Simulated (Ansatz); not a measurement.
# AlBrClF2H: the cost of one run

Method: RKS LDA/def2-SVP, in Ansatz 0.2.0.

## 1. Starting point

Bond lengths: Al1–Cl2 2.602 Å, Al1–F3 1.635 Å, Al1–F4 1.636 Å, Al1–Br6 2.813 Å. Angles: Cl2–Al1–F3 110.2°, Cl2–Al1–F4 110.0°, Cl2–Al1–Br6 82.3°, F3–Al1–F4 126.8°, F3–Al1–Br6 111.7°, F4–Al1–Br6 106.8°.

As a file:

```xyz
6

Al   -0.5363   -0.6096    0.3087
Cl   -0.7073    1.7989   -0.6608
F    -1.2068   -1.6836   -0.7258
F    -0.7135   -0.5720    1.9342
H     0.9655    1.2863   -0.6349
Br    2.1984   -0.2200   -0.2214
```

## 2. Pulling towards end A

Springs on the bonds that form and break draw the guess towards this end; the thresholds are loose.

Contents of input.yaml:

```yaml
crystal:
  periodic: [false, false, false]
  atoms:
    - { symbol: Al, position_ang: [-0.5363, -0.6096, 0.3087] }
    - { symbol: Cl, position_ang: [-0.7073, 1.7989, -0.6608] }
    - { symbol: F, position_ang: [-1.2068, -1.6836, -0.7258] }
    - { symbol: F, position_ang: [-0.7135, -0.572, 1.9342] }
    - { symbol: H, position_ang: [0.9655, 1.2863, -0.6349] }
    - { symbol: Br, position_ang: [2.1984, -0.22, -0.2214] }
basis:
  gaussian: { orbitals: def2-SVP }
hamiltonian:
  xc: lda
relax:
  f_tol: 0.15
  max_steps: 25
  restrain:
    - { distance: [0, 5], at: 3.71, k: 30.0 }
    - { distance: [4, 1], at: 2.63, k: 30.0 }
    - { distance: [0, 1], at: 2.23, k: 30.0 }
    - { distance: [4, 5], at: 1.51, k: 30.0 }
```

Run with:

```
$ ansatz run input.yaml --threads 2 --pin off --max-ram 3072MiB --backend cpu --events-out ev --progress --plain --runs-dir out
```

Q: Estimate wall time and peak memory on 2 threads of Intel Xeon Platinum 8488C (Sapphire Rapids), shared host.

About 10 s, with a peak of 0.16 GiB.
